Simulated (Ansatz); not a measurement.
# CH₅AlBrGa: up Jacob's ladder to CCSD(T)

How much do the methods differ for CH₅AlBrGa? The plan is to run it at one geometry with functionals of several rungs and with coupled cluster. The yardstick is the atomisation energy at the CCSD(T) limit.

The runs use Ansatz 0.2.0, Gaussian basis; functionals in def2-TZVPP, the program's frozen cores in correlated methods.

The runs, in order: LDA (SPW92), PBE-D4, revPBE-D4, BLYP-D4, r2SCAN-D4, B97M-V, PBE0-D4, B3LYP-D4, r2SCANh-D4, r2SCAN0-D4, HSE06-D4, BHLYP-D4, CAM-B3LYP-D4, LC-ωPBE, ωB97X-V, ωB97M-V, B2PLYP, PBE-QIDH; CCSD(T)/def2-SVP; CCSD(T)/def2-TZVPP; MP2/def2-QZVPP; extrapolation to the limit; RPA on PBE.

## (1) The geometry

All runs share one geometry, relaxed beforehand with PBE0-D4 in a triple-zeta def2 set.

9 atoms, charge 0, spin multiplicity 1.

Atoms are counted from 1 here; the program's logs count them from 0.

Bond lengths: C1–Al2 1.947 Å, C1–H5 1.095 Å, C1–H6 1.093 Å, C1–H7 1.095 Å, Al2–Ga3 2.510 Å, Al2–Br4 2.286 Å, Ga3–H8 1.578 Å, Ga3–H9 1.578 Å. Angles: Al2–C1–H5 110.2°, Al2–C1–H6 113.0°, Al2–C1–H7 110.2°, H5–C1–H6 108.3°, H5–C1–H7 106.8°, H6–C1–H7 108.2°, C1–Al2–Ga3 132.1°, C1–Al2–Br4 115.6°, Ga3–Al2–Br4 112.3°, Al2–Ga3–H8 122.2°, Al2–Ga3–H9 122.2°, H8–Ga3–H9 115.6°.

## (2) LDA

This LDA is Slater exchange with PW92 correlation.

Input file in.yaml:

```yaml
crystal:
  periodic: [false, false, false]
  atoms:
    - {symbol: C, position_ang: [-0.208002, 1.606076, -0.843132]}
    - {symbol: Al, position_ang: [-0.289569, -0.283235, -0.381412]}
    - {symbol: Ga, position_ang: [0.646952, -1.584048, 1.550500]}
    - {symbol: Br, position_ang: [-1.444455, -1.609602, -1.842178]}
    - {symbol: H, position_ang: [-1.218651, 2.018393, -0.927184]}
    - {symbol: H, position_ang: [0.344638, 2.200746, -0.111920]}
    - {symbol: H, position_ang: [0.268807, 1.735327, -1.820160]}
    - {symbol: H, position_ang: [2.069956, -2.263215, 1.495862]}
    - {symbol: H, position_ang: [-0.169675, -1.820442, 2.879634]}
basis:
  gaussian: {orbitals: def2-TZVPP}
hamiltonian: {xc: lda}
output: {orbitals: {seedname: orbitals}}
```

Started as:

```bash
ansatz run in.yaml --threads 2 --pin off --events-out ev --progress --plain --max-ram 22528MiB --backend cpu
```

Further steps of the session: PBE-D4 (GGA); revPBE-D4 (GGA); BLYP-D4 (GGA); r2SCAN-D4 (meta-GGA); B97M-V (meta-GGA); B3LYP-D4 (hybrid); r2SCANh-D4 (hybrid); r2SCAN0-D4 (hybrid); HSE06-D4 (hybrid); BHLYP-D4 (hybrid); CAM-B3LYP-D4 (range-separated); LC-ωPBE (range-separated); ωB97X-V (range-separated); ωB97M-V (range-separated); B2PLYP (double hybrid); PBE-QIDH (double hybrid); CCSD(T) in def2-SVP; CCSD(T) in def2-TZVPP; MP2 in def2-QZVPP; RPA on PBE orbitals.

**Question.** What will the summary of the whole plan be? Wanted: atomisation energy, CCSD(T)/CBS; farthest beyond LDA; mean size of error, GGA; mean size of error, meta-GGA; mean size of error, hybrid; mean size of error, range-separated; mean size of error, double hybrid; gap, smallest and largest; T1 diagnostic.

**Answer**, as computed:

| quantity | value |
| --- | --- |
| atomisation energy, CCSD(T)/CBS | 27.581 eV |
| functionals within 0.276 eV (1.0 %) | PBE-D4, r2SCAN-D4, B97M-V, PBE0-D4, r2SCANh-D4, r2SCAN0-D4, HSE06-D4, CAM-B3LYP-D4, LC-ωPBE, ωB97X-V, ωB97M-V, PBE-QIDH |
| farthest beyond LDA | BLYP-D4 (-0.757 eV) |
| mean size of error, GGA | 0.551 eV |
| mean size of error, meta-GGA | 0.089 eV |
| mean size of error, hybrid | 0.302 eV |
| mean size of error, range-separated | 0.200 eV |
| mean size of error, double hybrid | 0.398 eV |
| gap, smallest and largest | 2.82 eV (LDA (SPW92)), 9.33 eV (LC-ωPBE) |
| T1 diagnostic | 0.0107 |
| triples share of the correlation energy | 3.6 % |

**Reading.** LDA overbinds by 3.039 eV (11 %). PBE-D4 misses by -0.159 eV. Double hybrids carry the basis error of their MP2 part in triple zeta, and no dispersion term here, so their miss is partly the set-up's. The rungs meta-GGA, range-separated miss on average by less than the doubt on the reference (0.276 eV), so they tie. Misses under about 0.276 eV are within the doubt on the reference itself, which lacks core-valence correlation, relativity and higher excitations, and its outer-core shells are covered unevenly. All levels share the lack of spin-orbit coupling, which lowers the free heavy atoms and so the true binding. Hartree-Fock recovers 76 % of the binding; the rest is correlation. CCSD(T) in def2-SVP is off by -1.576 eV, more than most functionals: a good method in a small basis is no reference. Orbital gaps span 2.8 to 9.3 eV; exact exchange widens them. Correlated methods include outer-core shells of Br, Ga, which these sets cover unevenly.
